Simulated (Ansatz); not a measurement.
# Au: the cost of one run

Program: Ansatz 0.2.0. Level of theory: DFT PBEsol, scalar-relativistic. These are calculated values, not measurements.

**1. Starting point**

The structure is hexagonal, space group P6_3/mmc (No. 194). The conventional cell has a = 2.900 Å, b = 2.900 Å, c = 4.880 Å, α = 90.00°, β = 90.00°, γ = 120.00°. Au (site symmetry -6m2) is surrounded by 12 Au at 2.90 to 2.96 Å.

Structure file:

```
CELL_PARAMETERS angstrom
2.90000 0.00000 0.00000
-1.45000 2.51147 0.00000
0.00000 0.00000 4.88000
ATOMIC_POSITIONS crystal
Au 0.33333 0.66667 0.75000
Au 0.66667 0.33333 0.25000
```

Atoms are numbered in the order of the input: Au1, Au2.

**2. After the deformation**

Space group P6_3/mmc before, P6_3/mmc after.

**3. LAPW, all electrons**

input.yaml reads:

```yaml
crystal:
  lattice:
    - [2.8999984104, 0.0, 0.0]
    - [-1.4499992052, 2.5114722944, 0.0]
    - [0.0, 0.0, 4.8312]
  atoms:
    - { symbol: Au, position: [0.3333333333, 0.6666666667, 0.75] }
    - { symbol: Au, position: [0.6666666667, 0.3333333333, 0.25] }
kpoints:
  mp_grid: { grid: [14, 14, 8] }
  band_path:
    path:
      - [0.0, 0.0, 0.0]
      - [0.5, 0.0, 0.0]
      - [0.3333333333, 0.3333333333, 0.0]
      - [0.0, 0.0, 0.0]
      - [0.0, 0.0, 0.5]
      - [0.5, 0.0, 0.5]
      - [0.3333333333, 0.3333333333, 0.5]
      - [0.0, 0.0, 0.5]
      - [0.5, 0.0, 0.5]
    npoints: 5
scf:
  occupations: { method: fermi_dirac, width: 0.03 }
hamiltonian:
  xc: pbesol
  pseudopotentials: { kind: all_electron, lapw: { basis_error: 0.0005 } }
output:
  forces: true
  stress: true
  eigenvalues: true
```

Started as:

```console
$ ansatz run input.yaml --threads 1 --pin off --max-ram 3072MiB --backend cpu --events-out ev --progress --plain --runs-dir out
```

What time and memory should one allow on 1 thread of Intel Xeon Platinum 8488C (Sapphire Rapids), shared host?

About 44 s, with a peak of 0.67 GiB.
